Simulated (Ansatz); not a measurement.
**In2BiN2: a trial structure relaxed**

Where does In2BiN2 go from the start given, ThCr2Si2 type (I4/mmm, No. 139)?

Computed with Ansatz 0.2.0 (DFT PBE, scalar-relativistic, plane waves, PAW, unless a step's input says otherwise).

## 1. The structure to begin with

It takes space group I4/mmm (No. 139, tetragonal). Conventional cell: a = 4.115 Å, b = 4.115 Å, c = 10.797 Å, α = 90.00°, β = 90.00°, γ = 90.00°. Around In (site symmetry -4m2) lie 4 N at 2.45 Å. Bi (site symmetry 4/mmm) has 8 N at 3.21 Å and 8 In at 3.39 Å as nearest neighbours. N (site symmetry 4mm) has 4 In at 2.45 Å and 4 Bi at 3.21 Å as nearest neighbours.

As a file:

```xyz
5
Lattice="-2.0576 2.0576 5.3986 2.0576 -2.0576 5.3986 2.0576 2.0576 -5.3986" Properties=species:S:1:pos:R:3 pbc="T T T"
In    2.0576    0.0000    2.6993
In    0.0000    2.0576    2.6993
Bi    0.0000    0.0000    0.0000
N     0.0000    0.0000    6.7590
N     0.0000    0.0000    4.0381
```

(A quick probe on a coarse mesh, which set the mesh and smearing, is not shown.)

## 3. Coarse relaxation

input.yaml reads:

```yaml
crystal:
  lattice:
    - [-2.0575674837, 2.0575674837, 5.3985681504]
    - [2.0575674837, -2.0575674837, 5.3985681504]
    - [2.0575674837, 2.0575674837, -5.3985681504]
  atoms:
    - { symbol: In, position: [0.25, 0.75, 0.5] }
    - { symbol: In, position: [0.75, 0.25, 0.5] }
    - { symbol: Bi, position: [0.0, 0.0, 0.0] }
    - { symbol: "N", position: [0.626, 0.626, 0.0] }
    - { symbol: "N", position: [0.374, 0.374, 0.0] }
basis:
  ecutwfc: 420
kpoints:
  mp_grid: { grid: [6, 6, 6] }
hamiltonian:
  xc: pbe
scf:
  occupations: { method: gaussian, width: 0.1 }
  lower_state_search: "off"
output:
  forces: true
  stress: true
  eigenvalues: true
relax:
  adjacent_minimum: "off"
  f_tol: 0.04
  max_steps: 70
  cell: { stress_tol: 0.4 }
```

Command:

```bash
ansatz run input.yaml --threads 1 --pin off --max-ram 2560MiB --backend cpu --events-out ev --progress --plain --runs-dir out
```

The session goes on with these runs: the relaxation.

**Question.** What will these runs give?

**Answer**, as computed:

Formation energies count from the elements, computed with the same settings in runs not shown here.

| quantity | value |
| --- | --- |
| cell (conventional) | a = 4.401 Å, b = 4.401 Å, c = 12.028 Å, α = 90.00°, β = 90.00°, γ = 90.00° |
| space group | I4/mmm (No. 139) |
| volume | 23.30 Å³/atom |
| gap on the mesh | none (metal) |
| formation energy from the elements | +0.693 eV/atom |

What this shows: The space group stayed I4/mmm, and from the first guess the volume went from 18.28 to 23.30 Å³/atom. The formation energy of +0.69 eV/atom is positive, so the elements lie lower than this structure; another structure of the compound can lie lower. Spin-orbit coupling is left out for Bi. The final runs have no spin polarisation, so no magnetic state was tried and one may lie lower.
